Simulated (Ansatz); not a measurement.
**CH9BOSi2: up Jacob's ladder to CCSD(T)**

Aim: compute CH9BOSi2 with functionals from several rungs and with coupled cluster. The yardstick is the atomisation energy at the CCSD(T) limit.

Program: Ansatz 0.2.0, Gaussian basis. Level of theory: functionals in def2-TZVPP, the program's frozen cores in correlated methods. These are calculated values, not measurements.

Plan: LDA (SPW92), PBE-D4, revPBE-D4, BLYP-D4, r2SCAN-D4, B97M-V, PBE0-D4, B3LYP-D4, r2SCANh-D4, r2SCAN0-D4, HSE06-D4, BHLYP-D4, CAM-B3LYP-D4, LC-ωPBE, ωB97X-V, ωB97M-V, B2PLYP, PBE-QIDH; CCSD(T)/def2-SVP; CCSD(T)/def2-TZVPP; MP2/def2-QZVPP; extrapolation to the limit; RPA on PBE.

## Step 1: The relaxed structure

An earlier PBE0-D4 in a triple-zeta def2 set relaxation fixed the geometry.

SMILES `CBO[SiH2][SiH3]`, 14 atoms, charge 0, spin multiplicity 1.

Atoms are counted from 1 here; the program's logs count them from 0.

Bond lengths: C1–B2 1.565 Å, C1–H6 1.093 Å, C1–H7 1.095 Å, C1–H8 1.097 Å, B2–O3 1.356 Å, B2–H9 1.203 Å, O3–Si4 1.659 Å, Si4–Si5 2.344 Å, Si4–H10 1.490 Å, Si4–H11 1.485 Å, Si5–H12 1.488 Å, Si5–H13 1.488 Å, Si5–H14 1.489 Å. Angles: B2–C1–H6 115.6°, B2–C1–H7 110.0°, B2–C1–H8 109.1°, H6–C1–H7 108.4°, H6–C1–H8 108.1°, H7–C1–H8 105.2°, C1–B2–O3 123.7°, C1–B2–H9 120.5°, O3–B2–H9 115.8°, B2–O3–Si4 133.9°, O3–Si4–Si5 111.1°, O3–Si4–H10 110.3°, O3–Si4–H11 106.4°, Si5–Si4–H10 110.1°, Si5–Si4–H11 110.5°, H10–Si4–H11 108.3°, Si4–Si5–H12 110.5°, Si4–Si5–H13 110.6° and more.

## Step 2: LDA

This LDA is Slater exchange with PW92 correlation.

Contents of in.yaml:

```yaml
crystal:
  periodic: [false, false, false]
  atoms:
    - {symbol: C, position_ang: [-0.953827, 0.399764, 1.797725]}
    - {symbol: B, position_ang: [-0.742344, -1.071770, 1.308907]}
    - {symbol: O, position_ang: [0.171627, -1.430364, 0.373660]}
    - {symbol: Si, position_ang: [1.299524, -0.594875, -0.511315]}
    - {symbol: Si, position_ang: [0.275671, 0.704647, -2.171881]}
    - {symbol: H, position_ang: [-0.262855, 1.138437, 1.383783]}
    - {symbol: H, position_ang: [-0.893394, 0.443669, 2.890545]}
    - {symbol: H, position_ang: [-1.975577, 0.714711, 1.553674]}
    - {symbol: H, position_ang: [-1.414711, -1.965112, 1.753972]}
    - {symbol: H, position_ang: [2.120913, 0.269922, 0.381271]}
    - {symbol: H, position_ang: [2.190374, -1.612962, -1.122672]}
    - {symbol: H, position_ang: [-0.609052, 1.731892, -1.558214]}
    - {symbol: H, position_ang: [-0.541409, -0.149811, -3.074647]}
    - {symbol: H, position_ang: [1.322259, 1.392851, -2.976206]}
basis:
  gaussian: {orbitals: def2-TZVPP}
hamiltonian: {xc: lda}
output: {orbitals: {seedname: orbitals}}
```

Further steps of the session: PBE-D4 (GGA); revPBE-D4 (GGA); BLYP-D4 (GGA); r2SCAN-D4 (meta-GGA); B97M-V (meta-GGA); PBE0-D4 (hybrid); B3LYP-D4 (hybrid); r2SCANh-D4 (hybrid); r2SCAN0-D4 (hybrid); HSE06-D4 (hybrid); BHLYP-D4 (hybrid); CAM-B3LYP-D4 (range-separated); LC-ωPBE (range-separated); ωB97X-V (range-separated); ωB97M-V (range-separated); B2PLYP (double hybrid); PBE-QIDH (double hybrid); CCSD(T) in def2-SVP; CCSD(T) in def2-TZVPP; MP2 in def2-QZVPP; RPA on PBE orbitals.

Before running them: what should the planned runs give, taken together? Wanted: atomisation energy, CCSD(T)/CBS; farthest beyond LDA; mean size of error, GGA; mean size of error, meta-GGA; mean size of error, hybrid; mean size of error, range-separated; mean size of error, double hybrid; gap, smallest and largest; T1 diagnostic.

**Answer**, as computed:

| quantity | value |
| --- | --- |
| atomisation energy, CCSD(T)/CBS | 4941.6 kJ/mol |
| functionals within 24.7 kJ/mol (0.5 %) | PBE-D4, r2SCAN-D4, B3LYP-D4, r2SCANh-D4, HSE06-D4, ωB97M-V |
| farthest beyond LDA | revPBE-D4 (-81.5 kJ/mol) |
| mean size of error, GGA | 40.9 kJ/mol |
| mean size of error, meta-GGA | 21.9 kJ/mol |
| mean size of error, hybrid | 27.0 kJ/mol |
| mean size of error, range-separated | 27.0 kJ/mol |
| mean size of error, double hybrid | 46.1 kJ/mol |
| gap, smallest and largest | 5.29 eV (LDA (SPW92)), 12.47 eV (LC-ωPBE) |
| T1 diagnostic | 0.0129 |
| triples share of the correlation energy | 3.5 % |

LDA overbinds by 567.9 kJ/mol (11 %). PBE-D4 is off by +9.2 kJ/mol. Double hybrids carry the basis error of their MP2 part in triple zeta, and no dispersion term here, so their miss is partly the set-up's. By mean error the best rung here is meta-GGA (21.9 kJ/mol) and the worst beyond LDA is double hybrid (46.1 kJ/mol). The gap between the best rungs is small, so their order is not settled. Misses under about 24.7 kJ/mol are within the doubt on the reference itself, which lacks core-valence correlation, relativity and higher excitations. Hartree-Fock recovers 77 % of the binding; the rest is correlation. CCSD(T) in def2-SVP is off by -268.8 kJ/mol, so the small basis spoils what the method gains. The gap grows from 5.3 to 12.5 eV across the functionals, mostly with the share of exact exchange.
